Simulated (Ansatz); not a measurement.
# Pd: the crystal squeezed far

One table from this session's results is given with a row withheld; the runs are named, their logs left out.

Program: Ansatz 0.2.0. Level of theory: DFT, LDA, PAW with Ansatz's default frozen-core files, scalar-relativistic. These are calculated values, not measurements.

**The starting structure**

The structure is cubic, space group Fm-3m (No. 225). The conventional cell has a = 3.845 Å, b = 3.845 Å, c = 3.845 Å, α = 90.00°, β = 90.00°, γ = 90.00°. Around Pd (site symmetry m-3m) lie 12 Pd at 2.72 Å.

Structure file:

```cif
data_structure
_symmetry_space_group_name_H-M 'P 1'
_symmetry_Int_Tables_number 1
_cell_length_a 2.7188
_cell_length_b 2.7188
_cell_length_c 2.7188
_cell_angle_alpha 60.000
_cell_angle_beta 60.000
_cell_angle_gamma 60.000
_cell_volume 14.21
loop_
_atom_site_label
_atom_site_type_symbol
_atom_site_fract_x
_atom_site_fract_y
_atom_site_fract_z
_atom_site_occupancy
Pd1 Pd 0.00000 0.00000 0.00000 1
```

Whether this phase is the stable one at these pressures isn't tested.

The first run:

Contents of input.yaml:

```yaml
crystal:
  lattice:
    - [0.0, 1.92244841, 1.92244841]
    - [1.92244841, 0.0, 1.92244841]
    - [1.92244841, 1.92244841, 0.0]
  atoms:
    - { symbol: Pd, position: [0.0, 0.0, 0.0] }
kpoints:
  mp_grid: { grid: [19, 19, 19] }
scf:
  occupations: { method: fermi_dirac, width: 0.08 }
hamiltonian:
  xc: lda
  pseudopotentials: { kind: paw }
output:
  forces: true
  stress: true
  write_density: true
  write_potential: true
  elf: true
  volumetric_format: npy
relax:
  f_tol: 0.005
  max_steps: 40
  cell: {}
```

Launch:

```console
$ ansatz run input.yaml --threads 1 --pin off --max-ram 2048MiB --backend cpu --events-out ev --progress --plain --runs-dir out
```

Steps of the session up to this table: Cell relaxed at zero pressure, PAW; Volume scaled by 1, PAW; Volume scaled by 0.94, PAW; Volume scaled by 0.88, PAW; Volume scaled by 0.8, PAW; Volume scaled by 0.72, PAW; Volume scaled by 0.64, PAW; Volume scaled by 0.55, PAW; Volume scaled by 0.45, PAW; Volume scaled by 0.45, PAW (cutoff 300 eV).

One of the session's tables, all rows but one given; the rest of the session is left out.

| method | volume over the first | volume (Å³/atom) | pressure (GPa) |
| --- | --- | --- | --- |
| PAW | 1 | 14.169 | 0.00 |
| PAW | 0.94 | 13.319 | 16.49 |
| PAW | 0.88 | 12.469 | 40.59 |
| PAW | 0.8 | 11.335 | 90.87 |
| PAW | 0.72 | 10.202 | 175.28 |
| PAW | 0.64 | ? | ? |
| PAW | 0.55 | 7.793 | 621.70 |
| PAW | 0.45 | 6.376 | 1336.05 |
| PAW (cutoff 300 eV) | 0.45 | 6.376 | 1329.93 |

Estimate the missing values for PAW, 0.64.

The run gave: volume (Å³/atom): 9.068; pressure (GPa): 320.20. In the column «volume (Å³/atom)» it lies between PAW, 0.55 (7.793) and PAW, 0.72 (10.202).

To keep in mind: Warnings in the runs' records: cutoff below recommended.
